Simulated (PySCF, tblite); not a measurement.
**C₃H₁₂Si₃: geometry, infrared bands and NMR shifts**

What infrared bands and NMR shifts should C₃H₁₂Si₃ (`[SiH3]C[C@H]1C[SiH2][SiH2]1`) show?

Computed with tblite 0.8.0 and PySCF 2.14.0, with density-fitted response routines of our own, on a single molecule in the gas phase. Atoms count from 0, in the outputs and in this text.

## Step 1: Starting geometry

18 atoms, charge 0, multiplicity 1; geometry from: force field or distance geometry start.

Bonds of the start (Å): Si0–C1 1.84, C1–C2 1.51, C2–C3 1.51, C3–Si4 1.84, Si4–Si5 2.23, Si5–C2 1.86, Si0–H6 1.47, Si0–H7 1.48, Si0–H8 1.47, C1–H9 1.12, C1–H10 1.12, C2–H11 1.10, C3–H12 1.10, C3–H13 1.11, Si4–H14 1.46, Si4–H15 1.45, Si5–H16 1.46, Si5–H17 1.46.

## Step 2: Relaxing the molecule with GFN2-xTB

The job: settings as JSON, then the geometry in Å.

```
{"job": {"kind": "relax", "xc": "GFN2-xTB", "basis": "xTB"}, "charge": 0, "multiplicity": 1}
Si    -2.645600     0.489900     0.344500
C     -1.141800    -0.509200     0.679200
C      0.161600     0.194400     0.409000
C      1.291300    -0.753200     0.729600
Si     2.556600     0.320600    -0.060400
Si     0.752600     0.170100    -1.354800
H     -2.503600     1.884900     0.784000
H     -3.758200    -0.194700     1.048400
H     -2.901600     0.501000    -1.101100
H     -1.165100    -1.517400     0.191100
H     -1.142900    -0.739100     1.776300
H      0.272500     1.183400     0.874200
H      1.173300    -1.730700     0.235200
H      1.410000    -0.851300     1.833100
H      2.767100     1.646000     0.524700
H      3.749700    -0.379100    -0.500400
H      0.521500     1.381900    -2.137700
H      0.593900    -1.091200    -2.080700
```

On the command line:

```console
> OMP_NUM_THREADS=1 python probes_run.py task.json out
```

This one command runs all jobs of the session in turn.

**Question.** This job is followed by: GFN2-xTB harmonic vibrations, gas phase; GIAO PBE0/pcSseg-1 NMR shielding, non-relativistic, gas phase. What will the session give for the following? strongest single infrared mode (GFN2-xTB); zero-point energy (GFN2-xTB); 13C shifts against TMS (PBE0/pcSseg-1); 1H shifts against TMS (PBE0/pcSseg-1, means over atoms taken as alike); 29Si shifts against TMS (PBE0/pcSseg-1).

The runs gave:

| quantity | value |
| --- | --- |
| strongest single infrared mode (GFN2-xTB) | 2199 cm⁻¹, 678 km/mol |
| zero-point energy (GFN2-xTB) | 80.0 kcal/mol |
| 13C shifts against TMS (PBE0/pcSseg-1) | 27.2, 24.0, 22.6 ppm |
| 1H shifts against TMS (PBE0/pcSseg-1, means over atoms taken as alike) | 4.69, 4.47, 4.46, 4.40, 3.76, 2.10, 2.00, 1.33, 1.20, 1.05 ppm |
| 29Si shifts against TMS (PBE0/pcSseg-1) | -46.5, -70.6, -75.8 ppm |

Relaxing lowered the energy by 1.306 eV in 107 steps; the close pair that moved most is Si4–Si5, from 2.225 to 2.324 Å. No mode is imaginary among the 48: a minimum at this level. The strongest single mode, at 2199 cm⁻¹, moves mainly H16 and H14. Unscaled tight-binding wavenumbers are off by several per cent, some by more. Its intensities can rank the bands wrongly. At PBE0/pcSseg-1: The widest tensor belongs to Si5: span 121 ppm, with a paramagnetic part of -486 ppm.
